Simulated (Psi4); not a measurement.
# SnH4S (SMILES [SH][SnH3]) at HF/def2-SVPD (density fitting, core potential)

We compute a geometry optimisation of SnH4S. The job is set up through a Python script.

The calculation is run with Psi4 1.11.

2 further runs of the same task are left out: 2 set aside as unsound or not needed.

### 1 The structure to begin with

SnH4S has 6 atoms, charge 0, and is taken as a singlet. As SMILES, `[SH][SnH3]`. All atoms were displaced at random from a relaxed shape. The run starts from this shape.

Bond lengths: S1–Sn2 2.396 Å, S1–H3 1.452 Å, Sn2–H4 1.723 Å, Sn2–H5 1.695 Å. Angles: S1–Sn2–H4 112.5°, S1–Sn2–H5 119.1°, Sn2–S1–H3 84.5°, H4–Sn2–H5 115.1°.

### 2 A geometry optimisation at HF/def2-SVPD (density fitting, core potential)

Contents of h4ssn.xyz:

```xyz
6
H4SSn
S      1.130778    -0.884018     1.354102
Sn    -0.169920     0.265298    -0.297677
H      1.068868    -1.997396     0.424679
H     -1.710441    -0.464781    -0.549548
H      0.594764     0.830085    -1.700814
H     -0.679067     2.025963     0.630618
```

Contents of h4ssn.py:

```python
import psi4

psi4.set_memory('1600 MB')
psi4.set_num_threads(1)
psi4.set_output_file('psi4.out', False)

with open('h4ssn.xyz') as f:
    atoms = ''.join(f.readlines()[2:])
m = psi4.geometry('0 1\n' + atoms + 'no_reorient\nno_com')

psi4.set_options(dict(geom_maxiter=60))

result, w = psi4.optimize("scf/def2-SVPD", molecule=m, return_wfn=True)
print('E =', round(result, 9))
print(m.to_string(dtype='xyz', units='Angstrom'))
```

The run is started by

```bash
$ python h4ssn.py
```

psi4.out:

```text
Psi4 1.11 release

gradient() will perform analytic gradient computation.

   => Loading Basis Set <=

    Name: DEF2-SVPD
    Role: ORBITAL
    Keyword: BASIS

    !!!  WARNING: ECP capability is in beta. Please check occupations closely.  !!!

         ---------------------------------------------------------
                                   SCF
                              RHF Reference
                        1 Threads,   1525 MiB Core
         ---------------------------------------------------------

  ==> Geometry <==

    Molecular point group: c1
    Full point group: C1

    Geometry (in Angstrom), charge = 0, multiplicity = 1:

       Center              X                  Y                   Z               Mass
    ------------   -----------------  -----------------  -----------------  -----------------
         S            1.130778000000    -0.884018000000     1.354102000000    31.972071174400
         SN          -0.169920000000     0.265298000000    -0.297677000000   119.902201630000
         H            1.068868000000    -1.997396000000     0.424679000000     1.007825032230
         H           -1.710441000000    -0.464781000000    -0.549548000000     1.007825032230
         H            0.594764000000     0.830085000000    -1.700814000000     1.007825032230
         H           -0.679067000000     2.025963000000     0.630618000000     1.007825032230

  Running in c1 symmetry.

  Rotational constants: A =      1.41472  B =      0.10686  C =      0.10539 [cm^-1]
  Rotational constants: A =  42412.33858  B =   3203.60923  C =   3159.59504 [MHz]
  Nuclear repulsion =  115.446992845426394

  Charge       = 0
  Multiplicity = 1
  Electrons    = 42
  Nalpha       = 21
  Nbeta        = 21

  ==> Algorithm <==

  SCF Algorithm Type is DF.
  DIIS enabled.
  MOM disabled.
  Fractional occupation disabled.
  Guess Type is SAD.
  Energy threshold   = 1.00e-08
  Density threshold  = 1.00e-08
  Integral threshold = 1.00e-12

  ==> Primary Basis <==

  Basis Set: DEF2-SVPD
    Blend: DEF2-SVPD
    Number of shells: 39
    Number of basis functions: 91
    Number of Cartesian functions: 96
    Spherical Harmonics?: true
    Max angular momentum: 2

  Core potential: DEF2-SVPD
    Number of shells: 4
    Number of ECP primitives: 18
    Number of ECP core electrons: 28
    Max angular momentum: 3

   => Loading Basis Set <=

    Name: (DEF2-SVPD AUX)
    Role: JKFIT
    Keyword: DF_BASIS_SCF

  ==> Integral Setup <==

  DFHelper Memory: AOs need 0.029 GiB; user supplied 1.118 GiB.
  SCF_SUBTYPE=INCORE selected. In-core MEM_DF algorithm will be used.
  Using in-core AOs.

  ==> MemDFJK: Density-Fitted J/K Matrices <==

    J tasked:                   Yes
    K tasked:                   Yes
    wK tasked:                   No
    Memory [MiB]:              1144
    Algorithm:                 Core
    Schwarz Cutoff:           1E-12
    Mask sparsity (%):       0.2898
    Fitting Condition:        1E-10

   => Auxiliary Basis Set <=

  Basis Set: (DEF2-SVPD AUX)
    Blend: DEF2-UNIVERSAL-JKFIT
    Number of shells: 108
    Number of basis functions: 418
    Number of Cartesian functions: 544
    Spherical Harmonics?: true
    Max angular momentum: 5

  Minimum eigenvalue in the overlap matrix is 1.6309881562E-03.
  Reciprocal condition number of the overlap matrix is 2.5583281934E-04.
    Using symmetric orthogonalization.

  ==> Pre-Iterations <==

  SCF Guess: Superposition of Atomic Densities via on-the-fly atomic UHF (no occupation information).

   -------------------------
    Irrep   Nso     Nmo
   -------------------------
     A         91      91
   -------------------------
    Total      91      91
   -------------------------

  ==> Iterations <==

                           Total Energy        Delta E     RMS |[F,P]|

   @DF-RHF iter SAD:  -611.49393965892750   -6.11494e+02   0.00000e+00
   @DF-RHF iter   1:  -612.98059208301220   -1.48665e+00   3.59098e-03 ADIIS/DIIS
   @DF-RHF iter   2:  -613.04106046750815   -6.04684e-02   1.39879e-03 ADIIS/DIIS
   @DF-RHF iter   3:  -613.04888785432411   -7.82739e-03   1.79270e-04 ADIIS/DIIS
   @DF-RHF iter   4:  -613.04937226464790   -4.84410e-04   5.54754e-05 DIIS
   @DF-RHF iter   5:  -613.04943161782558   -5.93532e-05   1.12845e-05 DIIS
   @DF-RHF iter   6:  -613.04943376043980   -2.14261e-06   3.03405e-06 DIIS
   @DF-RHF iter   7:  -613.04943388030426   -1.19864e-07   8.39276e-07 DIIS
   @DF-RHF iter   8:  -613.04943388871118   -8.40691e-09   2.39624e-07 DIIS
   @DF-RHF iter   9:  -613.04943388958588   -8.74707e-10   6.96704e-08 DIIS
   @DF-RHF iter  10:  -613.04943388969286   -1.06979e-10   1.57061e-08 DIIS
   @DF-RHF iter  11:  -613.04943388969775   -4.88853e-12   3.35916e-09 DIIS
  Energy and wave function converged.

  ==> Post-Iterations <==

    Orbital Energies [Eh]
    ---------------------

    Doubly Occupied:

       1A    -91.946929     2A     -8.976889     3A     -6.663860
       4A     -6.663720     5A     -6.661276     6A     -5.897755
       7A     -4.088306     8A     -4.086494     9A     -4.085203
      10A     -1.356106    11A     -1.354073    12A     -1.353636
      13A     -1.348547    14A     -1.348344    15A     -0.951368
      16A     -0.658682    17A     -0.536487    18A     -0.478224
      19A     -0.441807    20A     -0.395226    21A     -0.383836

    Virtual:

      22A      0.054329    23A      0.056164    24A      0.088337
      25A      0.101344    26A      0.109010    27A      0.119424
      28A      0.121760    29A      0.129152    30A      0.156275
[... 19 lines of this table left out ...]
      88A     15.561771    89A     16.100546    90A     16.188271
      91A     52.649785

[... 12 lines left out ...]
    Two-Electron Energy =                 429.1428930671273747
[... 133 lines left out ...]
	Measures of convergence in internal coordinates in au.
[... 116 lines left out ...]
   @DF-RHF iter   1:  -613.07745334138383    9.75733e-02   3.41457e-04 ADIIS/DIIS
[... 5 lines left out ...]
   @DF-RHF iter   7:  -613.07849118886668   -1.15406e-08   2.05549e-07 DIIS
[... 13 lines left out ...]
  @DF-RHF Final Energy:  -613.07849118979459
[... 22 lines left out ...]
 Dipole Y            :         11.8808266          -12.0456539           -0.1648273
[... 170 lines left out ...]
                           Total Energy        Delta E     RMS |[F,P]|
[... 6 lines left out ...]
   @DF-RHF iter   5:  -613.08259218408125   -9.13332e-07   1.91241e-06 DIIS
[... 5 lines left out ...]
  Energy and wave function converged.
[... 16 lines left out ...]
    Total Energy =                       -613.0825922712683678
[... 110 lines left out ...]
	   Step    Total Energy     Delta E     Max Force     RMS Force      Max Disp      RMS Disp
[... 91 lines left out ...]
   @DF-RHF iter   3:  -613.08477266577313   -1.02751e-05   1.04429e-05 DIIS
[... 5 lines left out ...]
   @DF-RHF iter   9:  -613.08477374207018   -1.13687e-11   6.94831e-09 DIIS
[... 16 lines left out ...]
    Two-Electron Energy =                 429.4925746899075421
[... 106 lines left out ...]
	Measures of convergence in internal coordinates in au.
[... 84 lines left out ...]
   @DF-RHF iter   2:  -613.08504265985039   -2.26976e-05   1.85217e-05 DIIS
[... 5 lines left out ...]
   @DF-RHF iter   8:  -613.08504512615889   -4.00178e-11   1.39763e-08 DIIS
[... 16 lines left out ...]
    One-Electron Energy =               -1158.1130892246669646
[... 105 lines left out ...]
	                                 ==> Convergence Check <==
[... 85 lines left out ...]
   @DF-RHF iter   1:  -613.08506072682451   -3.69260e-04   1.96518e-05 DIIS
[... 5 lines left out ...]
   @DF-RHF iter   7:  -613.08506535268100   -9.70886e-11   1.83428e-08 DIIS
[... 16 lines left out ...]
    One-Electron Energy =               -1158.1729897877971780
[... 105 lines left out ...]
	                                 ==> Convergence Check <==
[... 85 lines left out ...]
   @DF-RHF iter   1:  -613.08506648967864    2.56005e-04   1.67989e-05 DIIS
[... 5 lines left out ...]
   @DF-RHF iter   7:  -613.08507150184141   -7.69660e-11   1.44938e-08 DIIS
[... 16 lines left out ...]
    One-Electron Energy =               -1158.2031556495444420
[... 105 lines left out ...]
	                                 ==> Convergence Check <==
[... 85 lines left out ...]
   @DF-RHF iter   1:  -613.08505564109930   -4.66404e-04   3.45000e-05 DIIS
[... 5 lines left out ...]
   @DF-RHF iter   7:  -613.08507761768794   -6.90079e-11   2.05547e-08 DIIS
[... 16 lines left out ...]
    One-Electron Energy =               -1158.2229722378392580
[... 105 lines left out ...]
	                                 ==> Convergence Check <==
[... 85 lines left out ...]
   @DF-RHF iter   1:  -613.08506900047973   -1.04931e-04   2.48511e-05 DIIS
[... 5 lines left out ...]
   @DF-RHF iter   7:  -613.08508042490098   -7.49196e-11   1.73455e-08 DIIS
[... 16 lines left out ...]
    One-Electron Energy =               -1158.2230713143899266
[... 105 lines left out ...]
	                                 ==> Convergence Check <==
[... 85 lines left out ...]
   @DF-RHF iter   1:  -613.08507552436481   -1.04552e-04   1.83731e-05 DIIS
[... 5 lines left out ...]
   @DF-RHF iter   7:  -613.08508176861892   -3.42197e-11   1.27396e-08 DIIS
[... 16 lines left out ...]
    One-Electron Energy =               -1158.2084550277145354
[... 105 lines left out ...]
	                                 ==> Convergence Check <==
[... 85 lines left out ...]
   @DF-RHF iter   1:  -613.08508163584145    1.84498e-05   3.63146e-06 DIIS
[... 5 lines left out ...]
  Energy and wave function converged.
[... 16 lines left out ...]
    Virtual:

      22A      0.056801    23A      0.067499    24A      0.101927
      25A      0.104843    26A      0.110084    27A      0.118718
      28A      0.128332    29A      0.147413    30A      0.155879
[... 19 lines of this table left out ...]
      88A     15.997003    89A     16.172845    90A     16.199909
      91A     52.697794

    Final Occupation by Irrep:
              A
    DOCC [    21 ]
    NA   [    21 ]
    NB   [    21 ]

  @DF-RHF Final Energy:  -613.08508187961502

   => Energetics <=

    Nuclear Repulsion Energy =            115.5257641630622913
    One-Electron Energy =               -1158.2035187136721106
    Two-Electron Energy =                 429.5926726709947161
    Total Energy =                       -613.0850818796150179

Computation Completed

Properties will be evaluated at   0.000000,   0.000000,   0.000000 [a0]

Properties computed using the SCF density matrix

 Multipole Moments:

 ------------------------------------------------------------------------------------
     Multipole            Electronic (a.u.)      Nuclear  (a.u.)        Total (a.u.)
 ------------------------------------------------------------------------------------

 L = 1.  Multiply by 2.5417464519 to convert [e a0] to [Debye]
 Dipole X            :        -19.3285880           18.9608197           -0.3677683
 Dipole Y            :          8.8847162           -8.7273627            0.1573534
 Dipole Z            :        -27.1378884           26.5055882           -0.6323002
 Magnitude           :                                                    0.7482093

 ------------------------------------------------------------------------------------

	total time  =          1 seconds =       0.02 minutes

         ------------------------------------------------------------
                                   SCF GRAD
         ------------------------------------------------------------

  ==> Geometry <==

    Molecular point group: c1
    Full point group: C1

    Geometry (in Angstrom), charge = 0, multiplicity = 1:

       Center              X                  Y                   Z               Mass
    ------------   -----------------  -----------------  -----------------  -----------------
         S            1.063219445285    -0.906280255871     1.283588870449    31.972071174400
         SN          -0.292840000316     0.438130064971    -0.242335229493   119.902201630000
         H            1.203634975093    -1.962295927391     0.475155195882     1.007825032230
         H           -1.734048924153    -0.402898490640    -0.596752116464     1.007825032230
         H            0.594944470524     0.729023675588    -1.669674439790     1.007825032230
         H           -0.599927966433     1.879471933343     0.611377719417     1.007825032230

  Nuclear repulsion =  115.525764163062291

   => Auxiliary Basis Set <=

  Basis Set: (DEF2-SVPD AUX)
    Blend: DEF2-UNIVERSAL-JKFIT
    Number of shells: 108
    Number of basis functions: 418
    Number of Cartesian functions: 544
    Spherical Harmonics?: true
    Max angular momentum: 5

  -Total Gradient:
     Atom            X                  Y                   Z
    ------   -----------------  -----------------  -----------------
       1       -0.000006041530    -0.000002265447    -0.000007783536
       2       -0.000003437245     0.000000270721    -0.000002057866
       3        0.000003230673    -0.000000875946     0.000005963404
       4        0.000005381664    -0.000000365645     0.000003476920
       5       -0.000001124198     0.000002718405     0.000001059472
       6        0.000001990644     0.000000517916    -0.000000658384

	total time  =          1 seconds =       0.02 minutes

    			-----------------------------------------

    			 OPTKING 3.0: for geometry optimizations

    			        with contributions from

    			-----------------------------------------

	                            ===> Fragment 1 <==

	 Z (Atomic Numbers)          Masses                          Geom
	      16.000000            31.972071          2.00919356 -1.71262148  2.42563142
	      50.000000            119.902202        -0.55338740  0.82794583 -0.45794721
	       1.000000             1.007825          2.27454046 -3.70820188  0.89791319
	       1.000000             1.007825         -3.27687755 -0.76136780 -1.12769806
	       1.000000             1.007825          1.12428211  1.37765509 -3.15522741
	       1.000000             1.007825         -1.13369955  3.55168721  1.15533645

	 - Coordinate -           - BOHR/RAD -       - ANG/DEG -
	 R(1,2)           =         4.619126           2.444336
	 R(1,3)           =         2.527187           1.337330
	 R(2,4)           =         3.223644           1.705879
[... 11 lines of this table left out ...]
	 D(3,1,2,6)       =         3.141400         179.988955

	        --- Internal Coordinate Step in ANG or DEG, aJ/ANG or AJ/DEG ---
	-------------------------------------------------------------------------------
	           Coordinate      Previous         Force          Change          New
	           ----------      --------        ------          ------        ------
	               R(1,2)       2.44434        0.00001        0.00001       2.44435
	               R(1,3)       1.33733        0.00002        0.00001       1.33734
	               R(2,4)       1.70588        0.00004        0.00002       1.70590
[... 11 lines of this table left out ...]
	           D(3,1,2,6)     179.98896       -0.00000        0.01186     180.00082
	-------------------------------------------------------------------------------

	                                 ==> Convergence Check <==

	Measures of convergence in internal coordinates in au.

	Criteria marked as inactive (o), active & met (*), and active & unmet ( ).

	----------------------------------------------------------------------------------------------
	   Step    Total Energy     Delta E     Max Force     RMS Force      Max Disp      RMS Disp
	----------------------------------------------------------------------------------------------
	  Convergence Criteria     1.00e-06 *    3.00e-04 *             o    1.20e-03 *             o
	----------------------------------------------------------------------------------------------
	    11    -613.08508188   -1.11e-07 *    1.60e-05 *    5.53e-06 o    2.28e-04 *    1.04e-04 o  ~
	----------------------------------------------------------------------------------------------

Next Geometry in Ang
	Fragment 1 (Ang)

	    S   1.0631848145  -0.9063095133   1.2836509249
	   Sn  -0.2928602588   0.4381088103  -0.2422937547
	    H   1.2037163668  -1.9621634231   0.4750161314
	    H  -1.7341296613  -0.4028382897  -0.5967637309
	    H   0.5950027469   0.7288685913  -1.6696164964
	    H  -0.5999320081   1.8794848245   0.6113669256

    Final optimized geometry and variables:
    Molecular point group: c1
    Full point group: C1

    Geometry (in Angstrom), charge = 0, multiplicity = 1:

    S            1.063219445285    -0.906280255871     1.283588870449
    SN          -0.292840000316     0.438130064971    -0.242335229493
    H            1.203634975093    -1.962295927391     0.475155195882
    H           -1.734048924153    -0.402898490640    -0.596752116464
    H            0.594944470524     0.729023675588    -1.669674439790
    H           -0.599927966433     1.879471933343     0.611377719417

[set-up sections that repeat, and orbital energies of the middle runs, are left out above]
```

The script printed:

```text
Optimizer: Optimization complete!
E = -613.08508188
6
0 1 H4SSn
S                     1.063219445285    -0.906280255871     1.283588870449
Sn                   -0.292840000316     0.438130064971    -0.242335229493
H                     1.203634975093    -1.962295927391     0.475155195882
H                    -1.734048924153    -0.402898490640    -0.596752116464
H                     0.594944470524     0.729023675588    -1.669674439790
H                    -0.599927966433     1.879471933343     0.611377719417
```

Run time: 28 s. Hardware: 1 thread of Intel Xeon Platinum 8275CL at 3.00GHz (Skylake/Cascade Lake), shared host; peak memory 0.26 GiB.

The path in brief:

```csv
step,energy from the first frame kept (eV),largest force (eV/Å)
0,0.0000,4.1224
1,-0.7907,2.2770
2,-0.9023,1.5473
3,-0.9616,0.3600
4,-0.9690,0.1008
5,-0.9696,0.0308
6,-0.9697,0.0090
7,-0.9699,0.0093
8,-0.9700,0.0078
9,-0.9700,0.0034
10,-0.9700,0.0005
```

After the run. Bond lengths: S1–Sn2 2.444 Å, S1–H3 1.337 Å, Sn2–H4 1.706 Å, Sn2–H5 1.706 Å, Sn2–H6 1.703 Å. Angles: S1–Sn2–H4 109.1°, S1–Sn2–H5 109.1°, S1–Sn2–H6 104.6°, Sn2–S1–H3 96.6°, H4–Sn2–H5 110.5°, H4–Sn2–H6 111.7°, H5–Sn2–H6 111.7°.

### 3 What came out

Level: HF/def2-SVPD (density fitting, core potential).

| quantity | value |
| --- | --- |
| total energy at the end | -613.08508 Eh |
| dipole moment | 1.90 D |
| HOMO energy | -10.03 eV |
| LUMO energy | 1.55 eV |
| HOMO–LUMO gap | 11.58 eV |

In words: At the final geometry: Bond lengths: S1–Sn2 2.444 Å, S1–H3 1.337 Å, Sn2–H4 1.706 Å, Sn2–H5 1.706 Å, Sn2–H6 1.703 Å. Angles: S1–Sn2–H4 109.1°, S1–Sn2–H5 109.1°, S1–Sn2–H6 104.6°, Sn2–S1–H3 96.6°, H4–Sn2–H5 110.5°, H4–Sn2–H6 111.7°, H5–Sn2–H6 111.7°. The optimisation took 11 steps and changed the energy by -0.970 eV.
